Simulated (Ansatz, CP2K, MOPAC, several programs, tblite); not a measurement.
# What cheap methods get right for CaSn3Se4

Aim: run CaSn3Se4 through methods of unlike cost and see what each gets, and at what price.

Computed with MOPAC, tblite, CP2K, Ansatz (versions at each run) (no spin polarisation, static lattice; gaps from single points on the cell relaxed beforehand with r²SCAN, unless a step's input says otherwise).

### Step 1. The starting structure

It takes space group Pm-3m (No. 221, cubic). Conventional cell: a = 6.004 Å, b = 6.004 Å, c = 6.004 Å, α = 90.00°, β = 90.00°, γ = 90.00°. Sn (site symmetry 4/mmm) has 6 Se at 3.00 Å in its first shell of neighbours. Se (site symmetry 4/mmm) has 4 Sn at 3.00 Å and 2 Ca at 3.00 Å in its first shell of neighbours. Around Ca (site symmetry m-3m) lie 6 Se at 3.00 Å. Around Se (site symmetry m-3m) lie 6 Sn at 3.00 Å.

Structure file:

```cif
data_structure
_symmetry_space_group_name_H-M 'P 1'
_symmetry_Int_Tables_number 1
_cell_length_a 6.0038
_cell_length_b 6.0038
_cell_length_c 6.0038
_cell_angle_alpha 90.000
_cell_angle_beta 90.000
_cell_angle_gamma 90.000
_cell_volume 216.41
loop_
_atom_site_label
_atom_site_type_symbol
_atom_site_fract_x
_atom_site_fract_y
_atom_site_fract_z
_atom_site_occupancy
Sn1 Sn 0.50000 0.00000 0.00000 1
Se1 Se 0.00000 0.50000 0.50000 1
Sn2 Sn 0.00000 0.50000 0.00000 1
Se2 Se 0.50000 0.00000 0.50000 1
Sn3 Sn 0.00000 0.00000 0.50000 1
Se3 Se 0.50000 0.50000 0.00000 1
Ca1 Ca 0.50000 0.50000 0.50000 1
Se4 Se 0.00000 0.00000 0.00000 1
```

The structure type (ordered alloy on rocksalt lattice) is imposed and need not be the compound's stable one.

**Question.** The methods are PM6, PM7, GFN1-xTB (tblite), PBE/DZVP, PBE/SZV, coarse PBE, PBE, r2SCAN. What gap does r2SCAN give on this cell, and which other methods (full PBE left aside) come nearest to r2SCAN and farthest in gap, volume and bulk modulus?

| quantity | value |
| --- | --- |
| r2SCAN | no gap, 27.05 Å³/atom, B₀ 51 GPa |
| gap: nearest and farthest of the other methods | GFN1-xTB (tblite), PBE/DZVP, PBE/SZV, coarse PBE (about 0.00 eV off); PM7 (+3.66 eV) |
| volume: nearest and farthest of the other methods | PM7 (+1.8 %), PBE/SZV (+10.9 %) |
| bulk modulus: nearest and farthest of the other methods | PBE/DZVP, PBE/SZV (about 4 % off); PM7 (+111 %) |

**Reading.** For the gap (full PBE left aside), GFN1-xTB (tblite), PBE/DZVP, PBE/SZV, coarse PBE tie for nearest to r2SCAN; PM7 is farthest. Among the 3 methods compared for the volume (full PBE left aside), PM7 is nearest to r2SCAN and PBE/SZV farthest. For the bulk modulus (full PBE left aside), PBE/DZVP, PBE/SZV tie for nearest to r2SCAN; PM7 is farthest. A minimal basis or a coarse cutoff and mesh shifts results by its own error, so closeness to r2SCAN can be chance. Cluster runs see only the k-points that fold onto the zone centre, so their gaps can miss the band edges. No volume is given for PM6, GFN1-xTB (tblite), coarse PBE, which can hide a larger miss. Overlaps count as a gap of zero in the misses; they are PBE/DZVP -0.03, coarse PBE -0.05, PBE -0.03, r2SCAN -0.06 eV. CPU times run from 2.2 s (PM7) to 25 s (PBE/DZVP). PM6, PM7 disagree with r2SCAN even on whether there is a gap. Semilocal functionals can close a small real gap, so r2SCAN's «no gap» may be its own error. r2SCAN is a yardstick, not the truth. Spin-orbit coupling is left out throughout.
